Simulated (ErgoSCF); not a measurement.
# SF (Monosulfur monofluoride) at UPBE/cc-pVTZ

What is the electronic atomisation energy of SF (Monosulfur monofluoride) at UPBE/cc-pVTZ? 

Program for the calculation: ErgoSCF 3.8.

20 further runs of the same task are left out: 12 that didn't finish, 8 set aside as unsound or not needed.

**1. Starting point**

The species is SF (2 atoms), meant as a doublet with charge 0. As SMILES, `F[S]`. The coordinates come from a PBE0-D4/def2-TZVP relaxation.

Bond lengths: F1–S2 1.594 Å.

**2. The energy at UPBE/cc-pVTZ**

Contents of ergo.in:

```
set_nthreads("env")
molecule_inline
F  0.00000000 0.00000000 0.03046239
S  0.00000000 0.00000000 3.04323385
EOF
scf.max_number_of_iterations = 120
XC.sparse_mode = 0
tmpdir = "."
XC.angint = 41
spin_polarization = 1
scf.use_diagonalization = 1
basis = "cc-pVTZ"
scf.convergence_threshold = 1e-06
XC.radint = 1e-11
scf.output_mulliken_pop = 1
run "PBE"
```

The basis set cc-pVTZ is read from a file made from the Basis Set Exchange's data (not shown).

Launch:

```
$ ergo ergo.in
```

Log:

```text
[...]
INDF Weighted mixed functional:
[...]
INSC Energy   1 =       -174.12174891091
[...]
INDE E_LUMO =         -0.19960411087
[...]
INSC Energy  29 =       -497.75380974000  ( diff     -0.000000000060254 )
[...]
RESC CONVERGED after  29 iterations.
RESC FINAL ENERGY:       -497.75380974000
RESC FINAL <S2> =          0.75308776756
[...]
INSC SCF: dipole_moment_x [atomic units] =       0.00000000
INSC SCF: dipole_moment_y [atomic units] =      -0.00000000
INSC SCF: dipole_moment_z [atomic units] =       0.22827696
[...]
```

Wall time 32 s (1 thread of Arm Neoverse V1, shared host); peak memory 0.26 GiB.

**3. The F atom, same level**

Contents of run.inp:

```
# F, PBE
set_nthreads("env")
molecule_inline
F    0.00000000   0.00000000   0.00000000
EOF
XC.radint = 1e-11
charge = 0
XC.angint = 41
scf.convergence_threshold = 1e-06
spin_polarization = 1
scf.output_mulliken_pop = 1
XC.sparse_mode = 0
tmpdir = "."
basis = "cc-pVTZ"
scf.max_number_of_iterations = 120
scf.use_diagonalization = 1
run "PBE"
```

The basis set cc-pVTZ is read from a file made from the Basis Set Exchange's data (not shown).

Launch:

```
$ ergo run.inp
```

Log:

```text
[...]
INDF Weighted mixed functional:
[...]
INSC Energy   1 =        -23.95608527657
[...]
INDE E_LUMO =         -0.32860466682
[...]
INSC Energy   9 =        -99.66135111881  ( diff     -0.000000000038867 )
[...]
RESC CONVERGED after   9 iterations.
RESC FINAL ENERGY:        -99.66135111881
RESC FINAL <S2> =          0.75116139695
[...]
INSC SCF: dipole_moment_x [atomic units] =      -0.00000000
INSC SCF: dipole_moment_y [atomic units] =      -0.00000000
INSC SCF: dipole_moment_z [atomic units] =       0.00000000
[...]
```

Wall time 1.3 s (1 thread of Arm Neoverse V1, shared host); peak memory 0.26 GiB.

**4. The S atom at the same level**

Contents of run.inp:

```
set_nthreads(1)
scf.convergence_threshold = 1e-06
XC.radint = 1e-11
basis = "cc-pVTZ"
scf.output_mulliken_pop = 1
XC.angint = 41
XC.sparse_mode = 0
spin_polarization = 2
scf.max_number_of_iterations = 120
scf.use_diagonalization = 1
tmpdir = "."
molecule_inline
S    0.00000000   0.00000000   0.00000000
EOF
run "PBE"
```

The basis set cc-pVTZ is read from a file made from the Basis Set Exchange's data (not shown).

Run the same way, it converges to -397.94407 Eh (log not shown).

**5. Outcome**

At UPBE/cc-pVTZ:

```
                     quantity          value
       molecule: total energy  -497.75381 Eh
      molecule: dipole moment         0.58 D
               molecule: ⟨S²⟩          0.753
         F atom: total energy   -99.66135 Eh
        F atom: dipole moment         0.00 D
                 F atom: ⟨S²⟩          0.751
         S atom: total energy  -397.94407 Eh
        S atom: dipole moment         0.00 D
                 S atom: ⟨S²⟩          2.004
electronic atomisation energy       4.038 eV
```

What this shows: Taking the molecule apart into free atoms costs 4.04 eV (390 kJ/mol), before zero-point energy and without spin-orbit coupling.
